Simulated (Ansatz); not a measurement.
# CH6Ge: the cost of one run

Program: Ansatz 0.2.0, Gaussian basis. Level of theory: PBE0-D4/def2-TZVP structures, single points in def2-TZVPP, no counterpoise correction. These are calculated values, not measurements.

Levels: SPW92, PBE-D4, BLYP-D4, r2SCAN-D4, B97M-V, PBE0-D4, B3LYP-D4, r2SCAN0-D4, BHLYP-D4, CAM-B3LYP-D4, wB97X-V, wB97M-V, B2PLYP, PBE-QIDH, RPA on PBE, Hartree-Fock, MP2, CCSD, CCSD(T).

Correlated methods freeze the cores. Filled d shells of the heavier atoms are correlated. B3LYP uses VWN-RPA correlation. B2PLYP carries no dispersion term here.

94 further runs of the same task are left out: 94 set aside as unsound or not needed.

## Step 1: Where the work starts

The complex: 11 atoms, charge 0, spin multiplicity 1.

Atoms are counted from 1 here; the program's logs count them from 0.

Bond lengths: Ge1–H3 1.541 Å, Ge1–H4 1.540 Å, Ge1–C5 1.949 Å, Ge1–H7 1.541 Å, S2–H6 1.342 Å, S2–H8 1.342 Å, C5–H9 1.091 Å, C5–H10 1.091 Å, C5–H11 1.090 Å. Angles: H3–Ge1–H4 108.1°, H3–Ge1–C5 110.8°, H3–Ge1–H7 108.0°, H4–Ge1–C5 111.0°, H4–Ge1–H7 108.1°, C5–Ge1–H7 110.8°, H6–S2–H8 92.1°, Ge1–C5–H9 110.3°, Ge1–C5–H10 110.3°, Ge1–C5–H11 109.5°, H9–C5–H10 108.7°, H9–C5–H11 109.0°, H10–C5–H11 109.0°.

Coordinates:

```xyz
11
CH8GeS
Ge   -1.02022    0.12462    0.68906
S     2.54113   -1.45191   -0.28231
H    -1.10608   -1.38847    0.40883
H    -2.38184    0.58732    1.23978
C    -0.55326    1.10200   -0.93177
H     2.38037   -0.91859    0.93840
H     0.04044    0.34605    1.78507
H     1.48698   -2.26616   -0.12021
H    -1.30700    0.93729   -1.70257
H    -0.49354    2.17101   -0.72434
H     0.41323    0.75674   -1.29995
```

Its parts: CH6Ge holds atoms 1, 3, 4, 5, 7, 9, 10, 11; H2S holds atoms 2, 6, 8. Each part counts its atoms afresh in its own runs.

## Step 2: Relaxing CH6Ge alone

File relax-a/in.yaml:

```yaml
crystal:
  periodic: [false, false, false]
  atoms:
    - {symbol: Ge, position_ang: [-1.020222, 0.124617, 0.689063]}
    - {symbol: H, position_ang: [-1.106085, -1.388470, 0.408826]}
    - {symbol: H, position_ang: [-2.381843, 0.587322, 1.239785]}
    - {symbol: C, position_ang: [-0.553264, 1.102005, -0.931770]}
    - {symbol: H, position_ang: [0.040438, 0.346050, 1.785074]}
    - {symbol: H, position_ang: [-1.307002, 0.937285, -1.702574]}
    - {symbol: H, position_ang: [-0.493538, 2.171006, -0.724337]}
    - {symbol: H, position_ang: [0.413229, 0.756743, -1.299948]}
basis:
  gaussian: {orbitals: def2-TZVP}
hamiltonian: {xc: pbe0, dispersion: d4}
relax: {f_tol: 0.005, max_steps: 200}
```

The run is started by

```console
> ansatz run in.yaml --threads 4 --pin off --events-out ev --progress --plain --max-ram 9574MiB
```

**Question.** How long does this run take on 4 threads of Arm Neoverse V2, shared host?

About 2.6 s.
